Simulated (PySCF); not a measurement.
# C₆H₁₁N₃: magnetic properties

Aim: compute the magnetic properties of C₆H₁₁N₃ (`CCn1nnc(C)c1C`).

Programs: PySCF 2.14.0, with routines of our own; each step states its level. All values are computed. Atoms count from 0.

### Step 1. The system as given

20 atoms, charge 0, multiplicity 1; geometry from: GFN2-xTB.

### Step 2. Magnetic properties: GIAO B97-2/pcSseg-1

The job: settings as JSON, then the geometry in Å.

```
{"job": {"kind": "mag", "xc": "B97-2", "basis": "pcSseg-1", "isotopologues": 0}, "charge": 0, "multiplicity": 1}
C      2.583963     0.572035    -0.795255
C      1.926043    -0.642891    -0.145395
N      0.712529    -0.274757     0.529858
N      0.729210     0.128227     1.796986
N     -0.460742     0.441914     2.146827
C     -1.301123     0.253813     1.108476
C     -2.758095     0.531884     1.196539
C     -0.552654    -0.211813     0.039693
C     -0.934616    -0.607440    -1.337210
H      2.794715     1.323152    -0.038246
H      1.931043     1.010310    -1.546826
H      3.516055     0.280079    -1.270953
H      2.594154    -1.067775     0.607297
H      1.696713    -1.404419    -0.895364
H     -2.987826     0.889403     2.195723
H     -3.048961     1.291089     0.470892
H     -3.335613    -0.370961     1.000337
H     -1.997606    -0.433512    -1.480376
H     -0.382202    -0.031963    -2.079784
H     -0.730138    -1.665699    -1.506255
```

Method: GIAO B97-2/pcSseg-1 magnetisability, rotational g tensor and spin-rotation constants, non-relativistic, gas phase.

On the command line:

```bash
> OMP_NUM_THREADS=1 python excited_run.py task.json out
```

One launch serves the whole session: the jobs run in the order shown.

The log of the run:

```text
coarse grid: 16528 points
cycle   1  E = -399.2028241777  dE =  1.427e+00  |g| = 5.091e-01  |ddm| = 4.173e+00
cycle   2  E = -399.1276321181  dE =  7.519e-02  |g| = 7.915e-01  |ddm| = 1.212e+00
cycle   3  E = -399.2598569209  dE = -1.322e-01  |g| = 1.808e-01  |ddm| = 7.999e-01
cycle   4  E = -399.2666636847  dE = -6.807e-03  |g| = 4.847e-02  |ddm| = 1.777e-01
cycle   5  E = -399.2671900974  dE = -5.264e-04  |g| = 1.052e-02  |ddm| = 5.380e-02
cycle   6  E = -399.2672101743  dE = -2.008e-05  |g| = 4.676e-03  |ddm| = 1.414e-02
cycle   7  E = -399.2672142959  dE = -4.122e-06  |g| = 1.076e-03  |ddm| = 3.876e-03
final grid: 159320 points
cycle   8  E = -399.3036328747  dE = -8.089e-05  |g| = 3.472e-03  |ddm| = 4.305e-02
cycle   9  E = -399.3036308196  dE =  2.055e-06  |g| = 4.533e-03  |ddm| = 6.402e-03
cycle  10  E = -399.3036352388  dE = -4.419e-06  |g| = 1.076e-03  |ddm| = 4.527e-03
cycle  11  E = -399.3036354686  dE = -2.298e-07  |g| = 3.868e-04  |ddm| = 1.218e-03
cycle  12  E = -399.3036355031  dE = -3.452e-08  |g| = 4.269e-05  |ddm| = 3.912e-04
cycle  13  E = -399.3036355033  dE = -2.344e-10  |g| = 2.608e-05  |ddm| = 5.567e-05
converged SCF energy = -399.3036355033

Magnetisability tensor (1e-30 J/T^2)
    -1176.57     -132.30       27.75
     -132.30    -1798.39      223.22
       27.75      223.22    -1232.00
isotropic -1402.32   principal values   -1900.63  -1170.06  -1136.27
isotropic susceptibility -84.450 1e-6 cm^3/mol

Inertial axes            a          b          c
rot. const./GHz      2.9715     1.2876     0.9884
chi total           -70.646    -70.235   -112.467
chi diamagnetic    -534.004  -1096.606  -1381.053
chi paramagnetic    463.358   1026.371   1268.586
quadrupole/D A        9.006     -8.156     -0.850
g nuclear            0.6038     0.6081     0.5969
g electronic        -0.6468    -0.6209    -0.5890
g total             -0.0430    -0.0128     0.0078

Spin-rotation constants (kHz, H = +C I.J)
atom  isotope        aa         bb         cc
  2    14N        0.633      0.168      0.088
  3    14N        0.788      0.298      0.092
  4    14N        0.829      0.295      0.070
  9     1H       -0.307     -0.025     -0.070
 10     1H       -0.278     -0.051     -0.067
 11     1H        0.062     -0.151     -0.106
 12     1H       -0.193     -0.026     -0.058
 13     1H       -0.283      0.004     -0.065
 14     1H       -0.119     -0.030     -0.103
 15     1H       -0.297     -0.086     -0.012
 16     1H       -0.239     -0.088     -0.030
 17     1H       -0.029     -0.086     -0.104
 18     1H       -0.145     -0.113     -0.051
 19     1H       -0.282     -0.116     -0.003
  0    13C*       0.408      0.202      0.135
  1    13C*       0.473      0.260      0.181
  5    13C*       1.285      0.461      0.203
  6    13C*       0.384      0.182      0.133
  7    13C*       1.013      0.565      0.165
  8    13C*       0.414      0.168      0.117
* in the singly substituted isotopologue
```

Run time: 43 s. Hardware: 1 thread of Arm Neoverse V2, shared host; peak memory 0.94 GiB.

From this job:

```tsv
quantity	value
magnetisability	-1402·10⁻³⁰ J/T²
molar susceptibility	-84.5·10⁻⁶ cm³/mol
rotational g (a, b, c)	-0.0430, -0.0128, 0.0078
```

Orbitals, density, ELF and potential are computed afterwards from the orbital file.

Frontier orbitals at B97-2/pcSseg-1, with the share of their density that lies nearest to each atom:

```tsv
orbital	energy (eV)	lies on
HOMO	-6.53	C5, C7 about 28 % each; N3 24 %
LUMO	0.18	N3 26 %; C7 20 %; N2 18 %
```

ELF in a plane through or near 7 of the atoms.

Values, 10 rows by 14 columns:
```
0.00 0.00 0.00 0.00 0.00 0.00 0.00 0.00 0.00 0.00 0.00 0.00 0.00 0.00
0.00 0.00 0.00 0.00 0.00 0.00 0.15 0.01 0.40 0.20 0.00 0.00 0.00 0.00
0.00 0.00 0.00 0.00 0.00 0.26 0.92 0.24 0.95 0.84 0.01 0.02 0.00 0.00
0.00 0.00 0.00 0.01 0.02 0.02 0.71 0.64 0.41 0.27 0.47 0.98 0.10 0.00
0.00 0.00 0.36 0.24 0.63 0.48 0.21 0.38 0.27 0.71 0.47 0.49 0.04 0.00
0.00 0.00 0.86 0.71 0.57 0.52 0.32 0.21 0.68 0.24 0.91 0.97 0.10 0.00
0.00 0.00 0.05 0.05 0.08 0.23 0.12 0.73 0.46 0.04 0.26 0.62 0.01 0.00
0.00 0.00 0.00 0.00 0.00 0.00 0.39 0.57 0.96 0.98 0.00 0.00 0.00 0.00
0.00 0.00 0.00 0.00 0.00 0.00 0.03 0.07 0.22 0.22 0.00 0.00 0.00 0.00
0.00 0.00 0.00 0.00 0.00 0.00 0.00 0.00 0.00 0.00 0.00 0.00 0.00 0.00
```
The map spans 12.6 Å across and 9.4 Å up, centred on the molecule. Atoms in the plane (x, y in Å): N2 (-0.5, 0.6), N3 (-0.2, 1.9), N4 (1.1, 1.9), C5 (1.6, 0.7), C7 (0.5, -0.2), C8 (0.5, -1.7), H16 (3.5, -0.2).

On the surface of density 0.002 e/bohr³ the electrostatic potential runs, from the 1st to the 99th percentile, from -2.17 V near N4 to 1.22 V near H13.

### Step 3. Magnetic properties: GIAO B97-2/6-31G

Settings changed since step 2:

```diff
@@ -1,2 +1,2 @@
-{"job": {"kind": "mag", "xc": "B97-2", "basis": "pcSseg-1", "isotopologues": 0}, "charge": 0, "multiplicity": 1}
+{"job": {"kind": "mag", "xc": "B97-2", "basis": "6-31G"}, "charge": 0, "multiplicity": 1}
 C      2.583963     0.572035    -0.795255
```

Level: GIAO B97-2/6-31G magnetisability, rotational g tensor and spin-rotation constants, non-relativistic, gas phase.

The log of the run:

```text
coarse grid: 16528 points
cycle   1  E = -399.2370094635  dE =  1.562e+00  |g| = 4.862e-01  |ddm| = 4.484e+00
cycle   2  E = -399.1606339724  dE =  7.638e-02  |g| = 7.733e-01  |ddm| = 1.820e+00
cycle   3  E = -399.2956786004  dE = -1.350e-01  |g| = 1.602e-01  |ddm| = 1.071e+00
cycle   4  E = -399.3014756672  dE = -5.797e-03  |g| = 3.976e-02  |ddm| = 2.142e-01
cycle   5  E = -399.3018408822  dE = -3.652e-04  |g| = 1.123e-02  |ddm| = 6.479e-02
cycle   6  E = -399.3018666978  dE = -2.582e-05  |g| = 3.281e-03  |ddm| = 1.492e-02
cycle   7  E = -399.3018687410  dE = -2.043e-06  |g| = 1.417e-03  |ddm| = 5.685e-03
final grid: 159320 points
cycle   8  E = -399.2168155031  dE = -3.111e-05  |g| = 3.306e-03  |ddm| = 3.163e-02
cycle   9  E = -399.2168117775  dE =  3.726e-06  |g| = 5.090e-03  |ddm| = 9.395e-03
cycle  10  E = -399.2168181494  dE = -6.372e-06  |g| = 9.730e-04  |ddm| = 6.819e-03
cycle  11  E = -399.2168183800  dE = -2.306e-07  |g| = 7.927e-05  |ddm| = 1.142e-03
cycle  12  E = -399.2168183814  dE = -1.398e-09  |g| = 3.848e-05  |ddm| = 1.647e-04
cycle  13  E = -399.2168183818  dE = -3.481e-10  |g| = 1.062e-05  |ddm| = 5.965e-05
converged SCF energy = -399.2168183818

Magnetisability tensor (1e-30 J/T^2)
    -1201.43     -134.68       30.56
     -134.68    -1841.75      226.57
       30.56      226.57    -1260.45
isotropic -1434.54   principal values   -1944.99  -1194.31  -1164.33
isotropic susceptibility -86.390 1e-6 cm^3/mol

Inertial axes            a          b          c
rot. const./GHz      2.9715     1.2876     0.9884
chi total           -72.259    -71.791   -115.120
chi diamagnetic    -533.651  -1095.391  -1380.674
chi paramagnetic    461.392   1023.600   1265.555
quadrupole/D A        9.509     -9.117     -0.392
g nuclear            0.6038     0.6081     0.5969
g electronic        -0.6441    -0.6192    -0.5876
g total             -0.0403    -0.0111     0.0092

Spin-rotation constants (kHz, H = +C I.J)
atom  isotope        aa         bb         cc
  2    14N        0.587      0.152      0.078
  3    14N        0.736      0.280      0.086
  4    14N        0.775      0.277      0.064
  9     1H       -0.324     -0.030     -0.077
 10     1H       -0.296     -0.057     -0.074
 11     1H        0.042     -0.158     -0.113
 12     1H       -0.214     -0.034     -0.064
 13     1H       -0.304     -0.004     -0.071
 14     1H       -0.141     -0.040     -0.112
 15     1H       -0.318     -0.097     -0.018
 16     1H       -0.259     -0.099     -0.036
 17     1H       -0.048     -0.098     -0.111
 18     1H       -0.164     -0.122     -0.057
 19     1H       -0.301     -0.126     -0.009
  0    13C*       0.340      0.174      0.113
  1    13C*       0.399      0.231      0.158
  5    13C*       1.157      0.419      0.180
  6    13C*       0.323      0.155      0.111
  7    13C*       0.929      0.508      0.146
  8    13C*       0.353      0.141      0.098
* in the singly substituted isotopologue
```

Wall time 15 s (1 thread of Arm Neoverse V2, shared host); peak memory 0.59 GiB.

Key values:

```tsv
quantity	value
magnetisability	-1435·10⁻³⁰ J/T²
molar susceptibility	-86.4·10⁻⁶ cm³/mol
rotational g (a, b, c)	-0.0403, -0.0111, 0.0092
```

### Step 4. The levels compared

```tsv
level	ξ (10⁻³⁰ J/T²)	g(a)	g(b)	gap (eV)	functions	time
GIAO B97-2/pcSseg-1	-1402	-0.0430	-0.0128	6.71	208	43 s
GIAO B97-2/6-31G	-1435	-0.0403	-0.0111	6.89	103	15 s
```

### Step 5. What came out

| quantity | value |
| --- | --- |
| magnetisability (step 2, GIAO B97-2/pcSseg-1) | -1402·10⁻³⁰ J/T² |
| molar susceptibility (step 2, GIAO B97-2/pcSseg-1) | -84.5·10⁻⁶ cm³/mol |
| rotational g (a, b, c) (step 2, GIAO B97-2/pcSseg-1) | -0.0430, -0.0128, 0.0078 |
| surface potential, 1st and 99th percentile | -2.17 V and 1.22 V |
| magnetisability over the levels | -1435 to -1402·10⁻³⁰ J/T² |

**Reading.** The magnetisability spreads by 2.3 % over 2 levels, from GIAO B97-2/6-31G (15 s) to GIAO B97-2/pcSseg-1 (43 s); the runs took 15 s to 43 s. Two levels can agree by chance, so this spread shows no convergence. Vibrational averaging and real surroundings are missing from these values.
